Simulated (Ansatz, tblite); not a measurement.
# The cluster Mg₆S₅F₂: a ladder of methods and basis sets

An exercise on one series of results from a longer session: the logs are not shown, and one member is left open.

Method: as each input shows; program: Ansatz 0.2.0, Gaussian basis.

Plan: GFN1-xTB, GFN2-xTB, PBE-D4/def2-TZVP, r2SCAN-D4/def2-TZVP, B3LYP-D4/def2-TZVP, BHLYP-D4/def2-TZVP, PBE-D4/def2-SVP, PBE0-D4/def2-SVP, HF/6-31G, B3LYP-D4/6-31G, MP2/def2-SVP, RPA/def2-SVP.

5 further runs of the same task are left out: 3 that didn't finish, 2 set aside as unsound or not needed.

**The structure**

The geometry is that of the singlet, from an earlier relaxation (PBE-D4/def2-SVP).

13 atoms, charge 0, spin multiplicity 1.

Bond lengths: Mg1–S2 2.554 Å, Mg1–S3 2.437 Å, Mg1–S7 2.436 Å, S2–Mg4 2.640 Å, S2–Mg5 2.554 Å, S2–Mg9 2.641 Å, S3–Mg4 2.441 Å, S3–Mg8 2.533 Å, Mg4–S6 2.441 Å, Mg4–F13 2.084 Å, Mg5–S6 2.437 Å, Mg5–S10 2.437 Å, S6–Mg11 2.533 Å, S7–Mg8 2.532 Å, S7–Mg9 2.442 Å, Mg8–F12 1.994 Å, Mg8–F13 1.990 Å, Mg9–S10 2.442 Å and more. Angles: S2–Mg1–S3 107.5°, S2–Mg1–S7 107.6°, S3–Mg1–S7 105.7°, Mg1–S2–Mg4 70.4°, Mg1–S2–Mg5 124.5°, Mg1–S2–Mg9 70.4°, Mg4–S2–Mg5 70.4°, Mg4–S2–Mg9 87.7°, Mg5–S2–Mg9 70.4°, Mg1–S3–Mg4 75.8°, Mg1–S3–Mg8 74.2°, Mg4–S3–Mg8 82.3°, S2–Mg4–S3 104.8°, S2–Mg4–S6 104.8°, S2–Mg4–F13 74.8°, S3–Mg4–S6 143.5°, S3–Mg4–F13 83.8°, S6–Mg4–F13 83.8° and more.

Geometry (Å):

```xyz
13

Mg   -0.10455   -2.35425   -1.19737
S    -1.79872   -0.52238   -1.74426
S    -0.21923   -2.76831    1.20124
Mg   -1.56174   -0.75611    0.87470
Mg   -1.81947    1.79561   -0.67206
S    -1.97804    1.48797    1.74045
S     2.11988   -1.44721   -1.60267
Mg    1.68883   -1.13576    0.87251
Mg    0.64058    0.48841   -1.76770
S     0.36108    2.80992   -1.06381
Mg    0.48894    1.76824    1.24023
F     1.94126    0.56361    1.88503
F     0.24118    0.07027    0.23371
```

PBE0-D4/def2-TZVP was run before; its log isn't repeated, and its numbers join the tables.

The first run:

Tight binding, by tblite at 300 K electronic temperature and without a spin-polarisation term:

```python
tblite.interface.Calculator('GFN1-xTB', numbers, positions, charge=0, uhf=0).singlepoint()
```

Tight binding, by tblite at 300 K electronic temperature and without a spin-polarisation term:

```python
tblite.interface.Calculator('GFN2-xTB', numbers, positions, charge=0, uhf=0).singlepoint()
```

start.molden holds the orbitals of an earlier run on this state, given as this run's starting guess.

Input file in.yaml:

```yaml
crystal:
  periodic: [false, false, false]
  atoms:
    - {symbol: Mg, position_ang: [-0.104552, -2.354254, -1.197368]}
    - {symbol: S, position_ang: [-1.798724, -0.522376, -1.744261]}
    - {symbol: S, position_ang: [-0.219228, -2.768312, 1.201241]}
    - {symbol: Mg, position_ang: [-1.561737, -0.756108, 0.874700]}
    - {symbol: Mg, position_ang: [-1.819470, 1.795607, -0.672061]}
    - {symbol: S, position_ang: [-1.978039, 1.487971, 1.740448]}
    - {symbol: S, position_ang: [2.119879, -1.447213, -1.602672]}
    - {symbol: Mg, position_ang: [1.688825, -1.135761, 0.872514]}
    - {symbol: Mg, position_ang: [0.640578, 0.488408, -1.767704]}
    - {symbol: S, position_ang: [0.361082, 2.809916, -1.063810]}
    - {symbol: Mg, position_ang: [0.488943, 1.768240, 1.240229]}
    - {symbol: F, position_ang: [1.941261, 0.563608, 1.885030]}
    - {symbol: F, position_ang: [0.241181, 0.070274, 0.233714]}
basis:
  gaussian: {orbitals: def2-TZVP, initial_orbitals: start.molden}
hamiltonian: {xc: pbe, dispersion: d4}
scf: {omitted_lower_state_checks: [starts]}
output: {orbitals: {seedname: orbitals}}
```

The run is started by

```
$ ansatz run in.yaml --threads 4 --pin off --events-out ev --progress --plain --max-ram 6963MiB
```

Among the steps run: PBE-D4/def2-TZVP; r2SCAN-D4/def2-TZVP; B3LYP-D4/def2-TZVP; BHLYP-D4/def2-TZVP; PBE-D4/def2-SVP; PBE0-D4/def2-SVP; HF/6-31G; B3LYP-D4/6-31G; MP2/def2-SVP; RPA/def2-SVP.

One table of the session follows, with a row left open; its other results are not shown here.

It belongs to the step «Binding energy». 

```
              level  binding an atom (eV)
           HF/6-31G                 2.219
        HF/def2-SVP                 2.567
    PBE-D4/def2-SVP                 3.537
   PBE-D4/def2-TZVP                 3.447
r2SCAN-D4/def2-TZVP                     ?
     B3LYP-D4/6-31G                 3.068
 B3LYP-D4/def2-TZVP                 3.297
   PBE0-D4/def2-SVP                 3.488
  PBE0-D4/def2-TZVP                 3.410
 BHLYP-D4/def2-TZVP                 3.241
       RPA/def2-SVP                 2.938
       MP2/def2-SVP                 3.388
```

Q: Estimate the row for r2SCAN-D4/def2-TZVP from the others.

The run gave: binding an atom (eV): 3.547. In the column «binding an atom (eV)» it is the highest.

To keep in mind: Free atoms were run apart at each level; binding is atoms less cluster, divided by the number of atoms, without zero-point or spin-orbit terms.
